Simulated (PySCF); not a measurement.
# C₆H₃Br₂N₃: NMR shifts at several levels of theory

Aim: compute the NMR shifts of C₆H₃Br₂N₃ (`Brc1cn2ccnc2c(Br)n1`) at several levels, and see how far they spread and what each costs.

Programs: PySCF 2.14.0, with density-fitted response routines of our own. Each step states its level of theory. These are calculated values for one molecule in the gas phase, unless marked as measured. Atoms count from 0, in the outputs and in this text.

## (1) Starting geometry

14 atoms, charge 0, multiplicity 1; geometry from: GFN2-xTB.

Bonds of the start (Å): Br0–C1 1.89, C1–C2 1.37, C2–N3 1.36, N3–C4 1.35, C4–C5 1.38, C5–N6 1.34, N6–C7 1.32, C7–C8 1.40, C8–Br9 1.87, C8–N10 1.30, N10–C1 1.34, C7–N3 1.41, C2–H11 1.08, C4–H12 1.07, C5–H13 1.07.

## (2) Geometry optimisation at PBE0-D3(BJ)/def2-SVP

What the job is given:

```
{"job": {"xc": "PBE0", "basis": "def2-SVP", "d3": "d3bj", "grid": 1, "kind": "geom"}, "charge": 0, "multiplicity": 1}
Br     2.563510    -1.740180    -0.100360
C      0.805510    -1.057190     0.005750
C     -0.249290    -1.910840     0.159220
N     -1.486570    -1.354490     0.228860
C     -2.725570    -1.873450     0.374000
C     -3.591490    -0.796870     0.373110
N     -2.930380     0.359850     0.233180
C     -1.657090     0.038600     0.144910
C     -0.492300     0.806730    -0.013500
Br    -0.624090     2.671890    -0.138160
N      0.691270     0.272580    -0.079260
H     -0.149960    -2.982050     0.224980
H     -2.905000    -2.924570     0.463400
H     -4.658900    -0.806130     0.466380
```

The program printed:

```text
step   0  E = -5541.06130126  max force = 0.014324
step   1  E = -5541.06223991  max force = 0.009831
step   2  E = -5541.06238908  max force = 0.009379
step   3  E = -5541.06281181  max force = 0.002222
step   4  E = -5541.06283044  max force = 0.001595
step   5  E = -5541.06284999  max force = 0.000563
step   6  E = -5541.06284995  max force = 0.000466
step   7  E = -5541.06285156  max force = 0.000112
optimisation converged
```

Run time: 2.2 min. Hardware: 8 threads of Arm Neoverse V1, shared host.

The steps of the relaxation:

| step | energy from step 0 (eV) | largest force component (eV/Å) |
| --- | --- | --- |
| 0 | 0.0000 | 0.7366 |
| 1 | -0.0255 | 0.5055 |
| 2 | -0.0296 | 0.4823 |
| 3 | -0.0411 | 0.1143 |
| 4 | -0.0416 | 0.0820 |
| 5 | -0.0421 | 0.0290 |
| 6 | -0.0421 | 0.0240 |
| 7 | -0.0422 | 0.0058 |

Close pairs (by a distance rule), those that changed most:

| bond | before (Å) | after (Å) | change (Å) |
| --- | --- | --- | --- |
| C5–H13 | 1.072 | 1.090 | +0.019 |
| C4–H12 | 1.070 | 1.087 | +0.017 |
| C7–C8 | 1.404 | 1.420 | +0.016 |
| N3–C4 | 1.351 | 1.363 | +0.012 |
| C2–H11 | 1.078 | 1.089 | +0.011 |
| C2–N3 | 1.358 | 1.369 | +0.011 |
| C5–N6 | 1.340 | 1.349 | +0.009 |
| C4–C5 | 1.382 | 1.388 | +0.006 |

The next job starts from the end point, and lists it.

| at the end point | value |
| --- | --- |
| point group (found at 0.08 Å tolerance) | Cs |
| rotational constants (GHz, main isotopes) | 0.809, 0.364, 0.251 |
| dipole moment (D) | 4.24 |

## (3) NMR shieldings: PBE0/pcSseg-1

What the job is given:

```
{"job": {"kind": "nmr", "xc": "PBE0", "basis": "pcSseg-1", "pop": false}, "charge": 0, "multiplicity": 1}
Br     2.556993    -1.784124    -0.097831
C      0.820569    -1.059625     0.004089
C     -0.241623    -1.908082     0.158234
N     -1.484369    -1.337286     0.226627
C     -2.730417    -1.870934     0.373514
C     -3.593422    -0.784159     0.370406
N     -2.931885     0.382486     0.228839
C     -1.658316     0.049779     0.142282
C     -0.471216     0.813745    -0.015076
Br    -0.644018     2.676055    -0.129565
N      0.706123     0.276183    -0.080086
H     -0.162517    -2.991708     0.228717
H     -2.897521    -2.940785     0.465084
H     -4.678732    -0.817665     0.467277
```

With the program's defaults for keys left out, this is: GIAO PBE0/pcSseg-1 NMR shielding, non-relativistic, gas phase.

The program printed:

```text
coarse grid: 68520 points
cycle   1  E = -5541.2573937851  dE =  8.341e-02  |g| = 1.099e+00  |ddm| = 4.342e+00
cycle   2  E = -5541.1061985386  dE =  1.512e-01  |g| = 1.112e+00  |ddm| = 1.754e+00
cycle   3  E = -5541.2928919185  dE = -1.867e-01  |g| = 5.087e-01  |ddm| = 1.485e+00
cycle   4  E = -5541.3488120842  dE = -5.592e-02  |g| = 1.022e-01  |ddm| = 4.807e-01
cycle   5  E = -5541.3500691996  dE = -1.257e-03  |g| = 5.140e-02  |ddm| = 1.307e-01
cycle   6  E = -5541.3506583198  dE = -5.891e-04  |g| = 1.159e-02  |ddm| = 5.932e-02
cycle   7  E = -5541.3506815476  dE = -2.323e-05  |g| = 4.929e-03  |ddm| = 1.503e-02
cycle   8  E = -5541.3506873101  dE = -5.763e-06  |g| = 8.851e-04  |ddm| = 4.701e-03
final grid: 142488 points
cycle   9  E = -5541.3507256883  dE =  2.516e-07  |g| = 1.458e-03  |ddm| = 2.803e-03
cycle  10  E = -5541.3507242906  dE =  1.398e-06  |g| = 2.766e-03  |ddm| = 3.940e-03
cycle  11  E = -5541.3507261501  dE = -1.859e-06  |g| = 3.340e-04  |ddm| = 2.829e-03
cycle  12  E = -5541.3507261750  dE = -2.491e-08  |g| = 3.531e-05  |ddm| = 3.804e-04
cycle  13  E = -5541.3507261752  dE = -2.501e-10  |g| = 1.003e-05  |ddm| = 4.401e-05
converged SCF energy = -5541.3507261752

GIAO shielding tensors (ppm)
atom      isotropic    diamagn.    paramagn.     s11        s22        s33       span
  0 Br    1957.951    3120.626   -1162.674   1432.957   1524.959   2915.937   1482.980
  1 C       41.787     248.474    -206.687    -34.176     65.460     94.076    128.252
  2 C       61.789     248.788    -186.999    -17.006     73.612    128.761    145.768
  3 N       24.190     336.243    -312.053    -58.724    -50.660    181.953    240.678
  4 C       66.690     246.883    -180.193     -1.317     71.152    130.236    131.554
  5 C       41.876     257.676    -215.800    -38.139     33.907    129.859    167.997
  6 N      -30.840     331.456    -362.296   -265.996    -73.999    247.476    513.472
  7 C       42.232     252.740    -210.508    -20.371     34.073    112.995    133.365
  8 C       29.200     244.589    -215.389    -39.600     35.895     91.306    130.906
  9 Br    1874.660    3120.720   -1246.060   1304.455   1570.506   2749.019   1444.564
 10 N      -68.759     331.988    -400.747   -304.342   -123.655    221.719    526.061
 11 H       23.233      29.932      -6.699     16.270     23.667     29.761     13.491
 12 H       23.734      27.856      -4.122     19.407     25.005     26.790      7.383
 13 H       23.399      28.299      -4.900     19.447     24.863     25.888      6.440
```

Wall time 43 s (8 threads of Arm Neoverse V1, shared host).

Shifts follow as δ = σ(reference) − σ, with reference shieldings (ppm) from runs at the same level and on the same kind of geometry: ¹H TMS 31.27, ¹³C TMS 184.4, ¹⁵N NH3 265.7, ⁷⁹Br HBr 2584. The references are single molecules in the gas phase, so shifts against H2O, NH3, PH3, H3PO4 or CFCl3 are not on the usual liquid scales and can be off by tens of ppm.

| atoms | environment | σ (ppm) | δ (ppm) | δ scaled to CDCl3 |
| --- | --- | --- | --- | --- |
| C8 | aromatic carbon bearing bromine | 29.2 | 155.2 | 136.9 |
| C1 | aromatic carbon bearing bromine | 41.8 | 142.6 | 124.7 |
| C5 | aromatic CH next to a ring nitrogen | 41.9 | 142.5 | 137.9 |
| C7 | ring-fusion aromatic carbon | 42.2 | 142.2 | 137.5 |
| C2 | aromatic CH next to a ring nitrogen | 61.8 | 122.6 | 118.6 |
| C4 | aromatic CH next to a ring nitrogen | 66.7 | 117.7 | 113.8 |
| H11 | hydrogen on an aromatic CH next to a ring nitrogen | 23.23 | 8.03 | 7.83 |
| H13 | hydrogen on an aromatic CH next to a ring nitrogen | 23.40 | 7.87 | 7.67 |
| H12 | hydrogen on an aromatic CH next to a ring nitrogen | 23.73 | 7.53 | 7.36 |
| Br9 | bromine bonded to C | 1875 | 710 | – |
| Br0 | bromine bonded to C | 1958 | 627 | – |
| N10 | pyridine-type ring nitrogen | -68.8 | 334.4 | – |
| N6 | pyridine-type nitrogen of an azole | -30.8 | 296.5 | – |
| N3 | pyrrole-type ring nitrogen | 24.2 | 241.5 | – |

The scaled column applies a straight-line fit of computed shieldings to shifts measured in CDCl3, with any fitted terms for Cl, Br or S neighbours (root-mean-square error 0.21 ppm for H, 2.0 ppm for C).

Ring of atoms C1, C2, N3, C7, C8, N10: NICS(0) -6.9, NICS(1) -8.3, NICS(1)zz -18.3 ppm (means of both faces).

Ring of atoms N3, C4, C5, N6, C7: NICS(0) -15.9, NICS(1) -14.3, NICS(1)zz -36.9 ppm (means of both faces).

## (4) NMR shieldings: PBE/pcSseg-1

The job, as its differences from that of step 3:

```diff
@@ -1,2 +1,2 @@
-{"job": {"kind": "nmr", "xc": "PBE0", "basis": "pcSseg-1", "pop": false}, "charge": 0, "multiplicity": 1}
+{"job": {"kind": "nmr", "xc": "PBE", "basis": "pcSseg-1", "pop": false}, "charge": 0, "multiplicity": 1}
 Br     2.556993    -1.784124    -0.097831
```

With the program's defaults for keys left out, this is: GIAO PBE/pcSseg-1 NMR shielding, non-relativistic, gas phase.

The program printed:

```text
coarse grid: 68520 points
cycle   1  E = -5541.0958751046  dE = -3.171e-01  |g| = 1.287e+00  |ddm| = 4.422e+00
cycle   2  E = -5540.7755214446  dE =  3.204e-01  |g| = 1.488e+00  |ddm| = 2.367e+00
cycle   3  E = -5541.0097782013  dE = -2.343e-01  |g| = 9.056e-01  |ddm| = 2.302e+00
cycle   4  E = -5541.1862507617  dE = -1.765e-01  |g| = 2.122e-01  |ddm| = 8.683e-01
cycle   5  E = -5541.1901956891  dE = -3.945e-03  |g| = 1.542e-01  |ddm| = 3.903e-01
cycle   6  E = -5541.1962446549  dE = -6.049e-03  |g| = 4.844e-02  |ddm| = 1.921e-01
cycle   7  E = -5541.1967793680  dE = -5.347e-04  |g| = 1.333e-02  |ddm| = 6.546e-02
cycle   8  E = -5541.1968204341  dE = -4.107e-05  |g| = 5.143e-03  |ddm| = 1.599e-02
cycle   9  E = -5541.1968260384  dE = -5.604e-06  |g| = 1.791e-03  |ddm| = 6.221e-03
final grid: 142488 points
cycle  10  E = -5541.1968502250  dE =  7.368e-06  |g| = 5.436e-03  |ddm| = 8.909e-03
cycle  11  E = -5541.1967713608  dE =  7.886e-05  |g| = 1.762e-02  |ddm| = 2.565e-02
cycle  12  E = -5541.1968584806  dE = -8.712e-05  |g| = 6.811e-04  |ddm| = 1.954e-02
cycle  13  E = -5541.1968585765  dE = -9.587e-08  |g| = 2.052e-04  |ddm| = 7.863e-04
cycle  14  E = -5541.1968585855  dE = -9.042e-09  |g| = 4.966e-05  |ddm| = 2.194e-04
cycle  15  E = -5541.1968585862  dE = -6.712e-10  |g| = 1.148e-05  |ddm| = 6.848e-05
converged SCF energy = -5541.1968585862

GIAO shielding tensors (ppm)
atom      isotropic    diamagn.    paramagn.     s11        s22        s33       span
  0 Br    1859.798    3120.980   -1261.182   1324.292   1405.196   2849.908   1525.616
  1 C       37.139     249.879    -212.740    -29.227     59.097     81.548    110.775
  2 C       61.515     248.067    -186.552    -12.150     73.827    122.868    135.019
  3 N       22.869     335.243    -312.374    -54.673    -46.401    169.683    224.356
  4 C       64.614     245.805    -181.191      0.522     69.616    123.705    123.183
  5 C       40.049     256.987    -216.938    -35.868     32.855    123.159    159.027
  6 N      -29.568     332.426    -361.995   -258.592    -69.894    239.782    498.374
  7 C       40.729     253.253    -212.524    -17.822     33.731    106.277    124.099
  8 C       26.749     246.385    -219.637    -31.125     32.103     79.268    110.393
  9 Br    1775.488    3120.946   -1345.457   1208.703   1489.259   2628.502   1419.799
 10 N      -61.994     332.934    -394.928   -280.685   -115.447    210.150    490.835
 11 H       23.321      30.157      -6.836     16.503     23.647     29.812     13.309
 12 H       23.854      28.244      -4.390     19.862     24.904     26.797      6.936
 13 H       23.507      28.480      -4.973     19.806     24.913     25.802      5.995
```

It took 26 s on 8 threads of Arm Neoverse V1, shared host.

This run: δ C8 153.3, C1 142.9, C5 140.0, C7 139.3, H11 7.88, H13 7.69 ppm.

## (5) Nuclear shieldings: wB97X-D/pcSseg-1

The job, as its differences from that of step 4:

```diff
@@ -1,2 +1,2 @@
-{"job": {"kind": "nmr", "xc": "PBE", "basis": "pcSseg-1", "pop": false}, "charge": 0, "multiplicity": 1}
+{"job": {"kind": "nmr", "xc": "wB97X-D", "basis": "pcSseg-1", "pop": false}, "charge": 0, "multiplicity": 1}
 Br     2.556993    -1.784124    -0.097831
```

With the program's defaults for keys left out, this is: GIAO wB97X-D/pcSseg-1 NMR shielding, non-relativistic, gas phase.

The program printed:

```text
coarse grid: 68520 points
cycle   1  E = -5542.2267656250  dE =  4.943e-01  |g| = 1.158e+00  |ddm| = 4.226e+00
cycle   2  E = -5542.1908546867  dE =  3.591e-02  |g| = 9.819e-01  |ddm| = 1.691e+00
cycle   3  E = -5542.3583342872  dE = -1.675e-01  |g| = 2.902e-01  |ddm| = 1.069e+00
cycle   4  E = -5542.3751701724  dE = -1.684e-02  |g| = 6.545e-02  |ddm| = 2.470e-01
cycle   5  E = -5542.3758170680  dE = -6.469e-04  |g| = 1.922e-02  |ddm| = 6.560e-02
cycle   6  E = -5542.3759030694  dE = -8.600e-05  |g| = 7.808e-03  |ddm| = 2.677e-02
cycle   7  E = -5542.3759204797  dE = -1.741e-05  |g| = 1.938e-03  |ddm| = 1.346e-02
cycle   8  E = -5542.3759222769  dE = -1.797e-06  |g| = 1.107e-03  |ddm| = 4.109e-03
final grid: 142488 points
cycle   9  E = -5542.3757384808  dE = -2.310e-06  |g| = 1.520e-03  |ddm| = 4.964e-03
cycle  10  E = -5542.3757383848  dE =  9.596e-08  |g| = 1.710e-03  |ddm| = 2.721e-03
cycle  11  E = -5542.3757390163  dE = -6.315e-07  |g| = 2.551e-04  |ddm| = 1.560e-03
cycle  12  E = -5542.3757390378  dE = -2.152e-08  |g| = 9.563e-05  |ddm| = 3.167e-04
cycle  13  E = -5542.3757390458  dE = -7.965e-09  |g| = 5.001e-05  |ddm| = 2.492e-04
cycle  14  E = -5542.3757390472  dE = -1.448e-09  |g| = 1.883e-05  |ddm| = 9.123e-05
cycle  15  E = -5542.3757390476  dE = -3.893e-10  |g| = 7.338e-06  |ddm| = 6.674e-05
converged SCF energy = -5542.3757390476

GIAO shielding tensors (ppm)
atom      isotropic    diamagn.    paramagn.     s11        s22        s33       span
  0 Br    1960.810    3120.723   -1159.913   1404.416   1528.708   2949.307   1544.891
  1 C       42.521     248.505    -205.984    -38.538     67.957     98.143    136.681
  2 C       59.782     250.104    -190.322    -22.736     73.318    128.764    151.500
  3 N       23.565     336.084    -312.519    -62.979    -50.999    184.673    247.652
  4 C       65.782     247.954    -182.172     -4.999     71.596    130.748    135.747
  5 C       40.858     257.750    -216.891    -41.101     33.700    129.975    171.077
  6 N      -31.574     331.789    -363.363   -265.536    -77.667    248.482    514.018
  7 C       40.353     253.436    -213.083    -22.237     31.125    112.172    134.409
  8 C       28.151     244.898    -216.747    -46.138     35.797     94.795    140.933
  9 Br    1877.927    3120.863   -1242.936   1294.382   1530.028   2809.372   1514.990
 10 N      -73.190     332.333    -405.523   -312.163   -131.880    224.474    536.637
 11 H       23.336      30.185      -6.849     16.495     23.630     29.882     13.387
 12 H       23.836      27.951      -4.115     19.495     25.067     26.946      7.451
 13 H       23.496      28.157      -4.660     19.519     24.952     26.017      6.499
```

Run time: 60 s. Hardware: 8 threads of Arm Neoverse V1, shared host.

Key values: δ C8 156.4, C7 144.2, C5 143.7, C1 142.0, H11 8.04, H13 7.88 ppm.

## (6) Nuclear shieldings: KT2/pcSseg-1

The job, as its differences from that of step 5:

```diff
@@ -1,2 +1,2 @@
-{"job": {"kind": "nmr", "xc": "wB97X-D", "basis": "pcSseg-1", "pop": false}, "charge": 0, "multiplicity": 1}
+{"job": {"kind": "nmr", "xc": "KT2", "basis": "pcSseg-1", "pop": false}, "charge": 0, "multiplicity": 1}
 Br     2.556993    -1.784124    -0.097831
```

Method: GIAO KT2/pcSseg-1 NMR shielding, non-relativistic, gas phase.

The program printed:

```text
coarse grid: 68520 points
cycle   1  E = -5568.7123794200  dE = -2.037e-01  |g| = 8.424e-01  |ddm| = 4.318e+00
cycle   2  E = -5568.4091660626  dE =  3.032e-01  |g| = 1.265e+00  |ddm| = 2.439e+00
cycle   3  E = -5568.7259516507  dE = -3.168e-01  |g| = 5.068e-01  |ddm| = 2.043e+00
cycle   4  E = -5568.7748110299  dE = -4.886e-02  |g| = 2.199e-01  |ddm| = 6.018e-01
cycle   5  E = -5568.7859463550  dE = -1.114e-02  |g| = 7.479e-02  |ddm| = 3.151e-01
cycle   6  E = -5568.7870481051  dE = -1.102e-03  |g| = 3.901e-02  |ddm| = 1.161e-01
cycle   7  E = -5568.7874489084  dE = -4.008e-04  |g| = 7.873e-03  |ddm| = 5.033e-02
cycle   8  E = -5568.7874611056  dE = -1.220e-05  |g| = 4.267e-03  |ddm| = 1.148e-02
cycle   9  E = -5568.7874653903  dE = -4.285e-06  |g| = 1.517e-03  |ddm| = 5.684e-03
final grid: 142488 points
cycle  10  E = -5568.7874889475  dE =  4.571e-06  |g| = 4.300e-03  |ddm| = 6.918e-03
cycle  11  E = -5568.7874438179  dE =  4.513e-05  |g| = 1.323e-02  |ddm| = 2.035e-02
cycle  12  E = -5568.7874940902  dE = -5.027e-05  |g| = 6.723e-04  |ddm| = 1.555e-02
cycle  13  E = -5568.7874941883  dE = -9.806e-08  |g| = 1.521e-04  |ddm| = 6.805e-04
cycle  14  E = -5568.7874941936  dE = -5.283e-09  |g| = 4.523e-05  |ddm| = 1.956e-04
cycle  15  E = -5568.7874941941  dE = -5.002e-10  |g| = 9.565e-06  |ddm| = 5.416e-05
converged SCF energy = -5568.7874941941

GIAO shielding tensors (ppm)
atom      isotropic    diamagn.    paramagn.     s11        s22        s33       span
  0 Br    1913.947    3125.124   -1211.178   1385.428   1476.873   2879.539   1494.112
  1 C       48.467     250.847    -202.380    -14.886     74.130     86.157    101.043
  2 C       69.598     248.853    -179.255     -0.371     84.182    124.983    125.354
  3 N       33.975     335.847    -301.872    -40.426    -32.435    174.786    215.213
  4 C       73.821     246.004    -172.184     14.106     78.736    128.620    114.514
  5 C       51.746     257.919    -206.173    -19.193     45.787    128.643    147.835
  6 N      -10.021     331.938    -341.959   -222.056    -50.607    242.602    464.658
  7 C       50.293     253.737    -203.445     -5.213     43.976    112.115    117.328
  8 C       39.479     247.285    -207.806    -15.278     49.097     84.619     99.898
  9 Br    1834.602    3125.114   -1290.512   1299.190   1526.694   2677.923   1378.733
 10 N      -45.577     333.136    -378.713   -243.484    -97.808    204.560    448.043
 11 H       23.282      30.167      -6.885     16.369     23.918     29.559     13.191
 12 H       23.793      28.205      -4.412     19.700     25.056     26.624      6.924
 13 H       23.580      28.600      -5.020     19.762     24.841     26.137      6.375
```

Run time: 26 s. Hardware: 8 threads of Arm Neoverse V1, shared host.

In short: δ C8 143.7, C1 134.8, C7 132.9, C5 131.5, H11 7.90, H13 7.60 ppm.

## (7) Nuclear shieldings: HF/pcSseg-1

The job, as its differences from that of step 6:

```diff
@@ -1,2 +1,2 @@
-{"job": {"kind": "nmr", "xc": "KT2", "basis": "pcSseg-1", "pop": false}, "charge": 0, "multiplicity": 1}
+{"job": {"kind": "nmr", "xc": "HF", "basis": "pcSseg-1", "pop": false}, "charge": 0, "multiplicity": 1}
 Br     2.556993    -1.784124    -0.097831
```

Level: GIAO HF/pcSseg-1 NMR shielding, non-relativistic, gas phase.

The program printed:

```text
final grid: 142488 points
cycle   1  E = -5536.1668763830  dE =  1.368e+00  |g| = 1.013e+00  |ddm| = 4.217e+00
cycle   2  E = -5536.3221082742  dE = -1.552e-01  |g| = 6.293e-01  |ddm| = 1.458e+00
cycle   3  E = -5536.4097072479  dE = -8.760e-02  |g| = 1.471e-01  |ddm| = 7.524e-01
cycle   4  E = -5536.4160607761  dE = -6.354e-03  |g| = 5.151e-02  |ddm| = 1.987e-01
cycle   5  E = -5536.4170505473  dE = -9.898e-04  |g| = 1.400e-02  |ddm| = 9.426e-02
cycle   6  E = -5536.4171912664  dE = -1.407e-04  |g| = 6.788e-03  |ddm| = 3.691e-02
cycle   7  E = -5536.4172307884  dE = -3.952e-05  |g| = 3.394e-03  |ddm| = 1.725e-02
cycle   8  E = -5536.4172428675  dE = -1.208e-05  |g| = 1.405e-03  |ddm| = 1.024e-02
cycle   9  E = -5536.4172448480  dE = -1.981e-06  |g| = 6.503e-04  |ddm| = 3.444e-03
cycle  10  E = -5536.4172455033  dE = -6.553e-07  |g| = 2.314e-04  |ddm| = 2.507e-03
cycle  11  E = -5536.4172455715  dE = -6.818e-08  |g| = 9.084e-05  |ddm| = 8.470e-04
cycle  12  E = -5536.4172455776  dE = -6.082e-09  |g| = 2.816e-05  |ddm| = 2.420e-04
cycle  13  E = -5536.4172455783  dE = -7.230e-10  |g| = 1.310e-05  |ddm| = 8.379e-05
converged SCF energy = -5536.4172455783

GIAO shielding tensors (ppm)
atom      isotropic    diamagn.    paramagn.     s11        s22        s33       span
  0 Br    2192.122    3119.954    -927.833   1695.907   1855.433   3025.025   1329.118
  1 C       53.041     244.355    -191.314    -44.157     82.835    120.446    164.603
  2 C       62.522     250.265    -187.743    -30.236     78.620    139.182    169.418
  3 N       29.337     337.479    -308.142    -70.102    -52.060    210.174    280.275
  4 C       71.934     249.528    -177.594     -6.106     78.828    143.080    149.186
  5 C       47.303     258.106    -210.803    -42.204     40.813    143.300    185.504
  6 N      -35.062     330.097    -365.159   -281.207    -84.560    260.581    541.788
  7 C       43.437     251.323    -207.885    -29.926     32.488    127.750    157.676
  8 C       33.517     240.386    -206.868    -63.970     47.614    116.909    180.879
  9 Br    2097.114    3120.177   -1023.064   1584.923   1768.787   2937.630   1352.708
 10 N      -87.168     329.406    -416.574   -359.941   -142.843    241.279    601.221
 11 H       23.348      30.114      -6.766     16.054     23.983     30.006     13.952
 12 H       23.837      27.706      -3.869     18.887     25.470     27.153      8.266
 13 H       23.602      28.128      -4.526     19.170     24.973     26.663      7.494
```

It took 31 s on 8 threads of Arm Neoverse V1, shared host.

Key values: δ C8 157.3, C7 147.4, C5 143.5, C1 137.8, H11 8.34, H13 8.08 ppm.

## (8) Side by side: NMR shifts

Shifts (ppm) of some atoms, chosen among heavy atoms and hydrogens apart, with basis size and wall time:

| run | C2 | H13 | H12 | Br9 | Br0 | N10 | N6 | functions | time |
| --- | --- | --- | --- | --- | --- | --- | --- | --- | --- |
| PBE0/pcSseg-1 | 122.6 | 7.87 | 7.53 | 710 | 627 | 334.4 | 296.5 | 250 | 43 s |
| PBE/pcSseg-1 | 118.5 | 7.69 | 7.34 | 776 | 692 | 327.1 | 294.6 | 250 | 26 s |
| wB97X-D/pcSseg-1 | 124.8 | 7.88 | 7.54 | 698 | 615 | 337.2 | 295.6 | 250 | 60 s |
| KT2/pcSseg-1 | 113.6 | 7.60 | 7.39 | 742 | 663 | 309.9 | 274.3 | 250 | 26 s |
| HF/pcSseg-1 | 128.3 | 8.08 | 7.85 | 536 | 441 | 352.9 | 300.8 | 250 | 31 s |

## (9) Outcome

| quantity | value |
| --- | --- |
| point group | Cs |
| rotational constants (main isotopes) | 0.81, 0.36, 0.25 GHz |
| ¹³C shifts against TMS (PBE0/pcSseg-1) | 155.2, 142.6, 142.5, 142.2, 122.6, 117.7 ppm |
| ¹H shifts against TMS (PBE0/pcSseg-1) | 8.03, 7.87, 7.53 ppm |
| ⁷⁹Br shifts against HBr (PBE0/pcSseg-1) | 710, 627 ppm |
| ¹⁵N shifts against NH3 (PBE0/pcSseg-1) | 334.4, 296.5, 241.5 ppm |
| range of the shift of Br0 | 441 to 692 ppm |

**Reading.** Single values in the summary come from the first run of each kind that ended normally (PBE0/pcSseg-1), which need not be the best level. Over 7 steps the energy fell by 0.042 eV; of the close pairs, C5–H13 changed most, 1.072 to 1.090 Å. C1, C8 stand next to heavy halogen, whose spin-orbit shielding this run leaves out, so the computed shift lies too far downfield, most of all for carbon beside Br or I. NICS(1)zz of -18 ppm above the planar ring from C1 marks a diatropic (aromatic) ring current. NICS(1)zz of -37 ppm above the planar ring from N3 marks a diatropic (aromatic) ring current. In ppm, Br0 moves most: its shift spreads over 251 ppm, from 441 (HF/pcSseg-1) to 692 (PBE/pcSseg-1). Spin-orbit coupling is left out, which matters for shieldings and couplings at and beside the heavy atoms.
